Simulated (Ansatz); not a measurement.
# Na (hcp type): how the settings move a single-point run

How sensitive is a single-point run of Na (hcp type) to its settings? A reference run comes first, then one run with altered input.

This is Na in the hcp structure; at room conditions it is bcc.

Program: Ansatz 0.2.0. Level of theory: reference: DFT, PBEsol, all-electron LAPW, scalar-relativistic. These are calculated values, not measurements.

2 further runs of the same task are left out: 2 that didn't finish. Runs told in other sessions of the task aren't counted.

## (1) The starting structure

Symmetry: P6_3/mmc, No. 194, hexagonal system. Conventional cell: a = 3.728 Å, b = 3.728 Å, c = 6.054 Å, α = 90.00°, β = 90.00°, γ = 120.00°. Na (site symmetry -6m2) is surrounded by 12 Na at 3.71 to 3.73 Å.

Structure file:

```xyz
2
Lattice="3.7276 0.0000 0.0000 -1.8638 3.2282 0.0000 0.0000 0.0000 6.0539" Properties=species:S:1:pos:R:3 pbc="T T T"
Na    0.0000    2.1521    1.5135
Na    1.8638    1.0761    4.5404
```

## (2) Baseline

input.yaml reads:

```yaml
crystal:
  lattice:
    - [3.7275522004, 0.0, 0.0]
    - [-1.8637761002, 3.2281548995, 0.0]
    - [0.0, 0.0, 6.0538916549]
  atoms:
    - { symbol: Na, position: [0.3333333333, 0.6666666667, 0.25] }
    - { symbol: Na, position: [0.6666666667, 0.3333333333, 0.75] }
kpoints:
  mp_grid: { grid: [12, 12, 7] }
  band_path:
    path:
      - [0.0, 0.0, 0.0]
      - [0.5, 0.0, 0.0]
      - [0.3333333333, 0.3333333333, 0.0]
      - [0.0, 0.0, 0.0]
      - [0.0, 0.0, 0.5]
      - [0.5, 0.0, 0.5]
      - [0.3333333333, 0.3333333333, 0.5]
      - [0.0, 0.0, 0.5]
      - [0.5, 0.0, 0.5]
    npoints: 14
scf:
  occupations: { method: fermi_dirac, width: 0.08 }
hamiltonian:
  xc: pbesol
  pseudopotentials: { kind: all_electron, lapw: { basis_error: 0.001 } }
output:
  forces: true
  stress: true
  eigenvalues: true
  populations: true
  dos: { projected: true, de: 0.2, e_range: [-14, 8] }
```

Run with:

```
> ansatz run input.yaml --threads 1 --pin off --max-ram 2048MiB --backend cpu --events-out ev --progress --plain --runs-dir out
```

## (3) Changing settings: scf.algorithm direct_min

Edit input.yaml of step 2 so:

```diff
@@ -24,2 +24,3 @@
   occupations: { method: fermi_dirac, width: 0.08 }
+  algorithm: direct_min
 hamiltonian:
@@ -32,2 +33 @@
   populations: true
-  dos: { projected: true, de: 0.2, e_range: [-14, 8] }
```

**Question.** What will these runs give? Wanted: for each run, ending; energy change; pressure; gap; force.

**Answer**, as computed:

```tsv
run	ending	energy change	pressure (GPa)	gap (eV)	force (eV/Å)	cycles	time
reference	converged	0	0.0	0.00	0.00	7	7.1 s
1: scf.algorithm direct_min	converged	0.0 meV/atom	0.0	0.00	0.00	4	9 s
```

Times don't compare one to one where runs were asked for different outputs or read a saved state (see the inputs); cycles may leave out searches for a lower state.

Residual by cycle in the longest SCF loop of each run; runs are numbered as in the table. The quantity is the density residual dr2, in eV.

```tsv
cycle	reference	run 1
1	0.00278	0.00278
2	0.00141	2.2e-6
3	3.5e-4	1.3e-7
4	1.3e-4	1.0e-10
5	2.0e-6	-
6	1.5e-7	-
7	8.6e-9	-
```

With the changed solver the energy agrees within 0.5 meV/atom.
